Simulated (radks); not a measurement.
# Ionisation energy and size from Lu⁴⁺ to Hg⁴⁺

The task here is to estimate one member of a computed series from the others.

The numbers are computed with radks (a radial shooting solver on a logarithmic mesh, Libxc functionals) version 1 (scalar-relativistic Kohn-Sham, PBE, spin-unpolarised, spherical densities, point nucleus), except any that are marked as measured or tabulated.

### Starting point

```
species : Lu⁴⁺, Hf⁴⁺, Ta⁴⁺, W⁴⁺, Re⁴⁺, Os⁴⁺, Ir⁴⁺, Pt⁴⁺, Au⁴⁺, Hg⁴⁺
runs    : 20, each species and its next ion
```

The first run:

Input:

```text
Z 71
configuration [Xe] 4f13
relativity scalar-relativistic
functional pbe,pbe
spin unpolarised
nucleus point
c 137.035999084
```

Steps of the session up to this table: Lu⁴⁺, [Xe] 4f13; Lu⁵⁺, [Xe] 4f12; Hf⁴⁺, [Xe] 4f14; Hf⁵⁺, [Xe] 4f13; Ta⁴⁺, [Xe] 4f14 5d1; Ta⁵⁺, [Xe] 4f14; W⁴⁺, [Xe] 4f14 5d2; W⁵⁺, [Xe] 4f14 5d1; Re⁴⁺, [Xe] 4f14 5d3; Re⁵⁺, [Xe] 4f14 5d2; Os⁴⁺, [Xe] 4f14 5d4; Os⁵⁺, [Xe] 4f14 5d3; Ir⁴⁺, [Xe] 4f14 5d5; Ir⁵⁺, [Xe] 4f14 5d4; Pt⁴⁺, [Xe] 4f14 5d6; Pt⁵⁺, [Xe] 4f14 5d5; Au⁴⁺, [Xe] 4f14 5d7; Au⁵⁺, [Xe] 4f14 5d6; Hg⁴⁺, [Xe] 4f14 5d8; Hg⁵⁺, [Xe] 4f14 5d7.

One of the session's tables, all rows but one given; the rest of the session is left out.

| species | Δ-SCF (eV) | −ε(HOMO) (eV) | its <r> (bohr) |
| --- | --- | --- | --- |
| Lu⁴⁺ | 69.264 | 57.560 | 1.32 |
| Hf⁴⁺ | 69.723 | 57.917 | 1.30 |
| Ta⁴⁺ | 47.554 | 41.149 | 1.73 |
| W⁴⁺ | 50.098 | 43.506 | 1.66 |
| Re⁴⁺ | 52.624 | 45.844 | 1.60 |
| Os⁴⁺ | 55.131 | 48.161 | 1.54 |
| Ir⁴⁺ | ? | ? | ? |
| Pt⁴⁺ | 60.081 | 52.729 | 1.43 |
| Au⁴⁺ | 62.528 | 54.985 | 1.38 |
| Hg⁴⁺ | 64.959 | 57.225 | 1.34 |

Estimate the missing values for Ir⁴⁺.

As computed: Δ-SCF (eV): 57.616; −ε(HOMO) (eV): 50.455; its <r> (bohr): 1.48. In the column «Δ-SCF (eV)» it lies between Os⁴⁺ (55.131) and Pt⁴⁺ (60.081).

Limits of these values: For Lu⁴⁺, Hf⁴⁺ the highest level isn't the widest one, so −ε(HOMO) and <r> belong to different orbitals, and Δ-SCF follows the ion's typed configuration. Spin polarisation and multiplet splitting are left out, so open shells lie too high by an amount that depends on their filling.
